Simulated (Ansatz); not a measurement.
# C2H5BO2: up Jacob's ladder to CCSD(T)

An exercise on one series of results from a longer session: the logs are not shown, and one member is left open.

Method: functionals in def2-TZVPP, the program's frozen cores in correlated methods; program: Ansatz 0.2.0, Gaussian basis.

Levels to be run: LDA (SPW92), PBE-D4, revPBE-D4, BLYP-D4, r2SCAN-D4, B97M-V, PBE0-D4, B3LYP-D4, r2SCANh-D4, r2SCAN0-D4, HSE06-D4, BHLYP-D4, CAM-B3LYP-D4, LC-ωPBE, ωB97X-V, ωB97M-V, B2PLYP, PBE-QIDH; CCSD(T)/def2-SVP; CCSD(T)/def2-TZVPP; MP2/def2-QZVPP; extrapolation to the limit; RPA on PBE.

### Structure used throughout

An earlier PBE0-D4 in a triple-zeta def2 set relaxation fixed the geometry.

SMILES `BOC(C)=O`, 10 atoms, charge 0, spin multiplicity 1.

Atoms are counted from 1 here; the program's logs count them from 0.

Bond lengths: B1–O2 1.364 Å, B1–H6 1.194 Å, B1–H7 1.192 Å, O2–C3 1.377 Å, C3–C4 1.492 Å, C3–O5 1.191 Å, C4–H8 1.092 Å, C4–H9 1.087 Å, C4–H10 1.092 Å. Angles: O2–B1–H6 115.5°, O2–B1–H7 120.5°, H6–B1–H7 124.0°, B1–O2–C3 122.4°, O2–C3–C4 110.9°, O2–C3–O5 122.5°, C4–C3–O5 126.5°, C3–C4–H8 109.8°, C3–C4–H9 110.0°, C3–C4–H10 109.3°, H8–C4–H9 110.4°, H8–C4–H10 107.0°, H9–C4–H10 110.3°.

Coordinates:

```xyz
10
C2H5BO2
B    -0.34951    1.77725   -0.86922
O    -0.61069    0.58186   -0.26574
C     0.30414   -0.44760   -0.24168
C     0.08707   -1.32566    0.94491
O     1.11828   -0.60040   -1.09693
H    -1.26849    2.53700   -0.92170
H     0.74588    2.02569   -1.26979
H     0.17591   -0.73782    1.86090
H     0.80987   -2.13723    0.94364
H    -0.92936   -1.72409    0.91841
```

The first run:

in.yaml reads:

```yaml
crystal:
  periodic: [false, false, false]
  atoms:
    - {symbol: B, position_ang: [-0.349507, 1.777249, -0.869223]}
    - {symbol: O, position_ang: [-0.610691, 0.581859, -0.265739]}
    - {symbol: C, position_ang: [0.304136, -0.447596, -0.241682]}
    - {symbol: C, position_ang: [0.087071, -1.325664, 0.944914]}
    - {symbol: O, position_ang: [1.118278, -0.600395, -1.096930]}
    - {symbol: H, position_ang: [-1.268485, 2.536996, -0.921701]}
    - {symbol: H, position_ang: [0.745876, 2.025688, -1.269792]}
    - {symbol: H, position_ang: [0.175915, -0.737817, 1.860903]}
    - {symbol: H, position_ang: [0.809871, -2.137232, 0.943639]}
    - {symbol: H, position_ang: [-0.929363, -1.724087, 0.918410]}
basis:
  gaussian: {orbitals: def2-TZVPP}
hamiltonian: {xc: lda}
output: {orbitals: {seedname: orbitals}}
```

Started as:

```console
> ansatz run in.yaml --threads 4 --pin off --events-out ev --progress --plain --max-ram 10444MiB
```

Steps of the session up to this table: LDA; PBE-D4 (GGA); revPBE-D4 (GGA); BLYP-D4 (GGA); r2SCAN-D4 (meta-GGA); B97M-V (meta-GGA); B3LYP-D4 (hybrid); r2SCANh-D4 (hybrid); r2SCAN0-D4 (hybrid); HSE06-D4 (hybrid); BHLYP-D4 (hybrid); CAM-B3LYP-D4 (range-separated); LC-ωPBE (range-separated); ωB97X-V (range-separated); ωB97M-V (range-separated); B2PLYP (double hybrid); PBE-QIDH (double hybrid).

One of the session's tables, all rows but one given; the rest of the session is left out.

It belongs to the step «Frontier levels by functional». 

```
  functional  HOMO (eV)  gap (eV)
 LDA (SPW92)      -6.95      4.35
      PBE-D4      -6.75      4.45
   revPBE-D4      -6.67      4.48
     BLYP-D4      -6.66      4.49
   r2SCAN-D4      -7.06      5.13
      B97M-V      -7.22      5.24
     PBE0-D4      -8.39      7.16
    B3LYP-D4      -8.15      6.66
  r2SCANh-D4      -7.69      6.13
  r2SCAN0-D4      -8.62      7.63
    HSE06-D4      -7.98      6.37
    BHLYP-D4      -9.99      9.85
CAM-B3LYP-D4      -9.89      9.76
     LC-ωPBE     -11.21     12.32
     ωB97X-V          ?         ?
     ωB97M-V     -10.83     11.61
```

Q: Estimate the row for ωB97X-V from the others.

The run gave: HOMO (eV): -10.88; gap (eV): 11.89. In the column «HOMO (eV)» it lies between LC-ωPBE (-11.21) and ωB97M-V (-10.83).
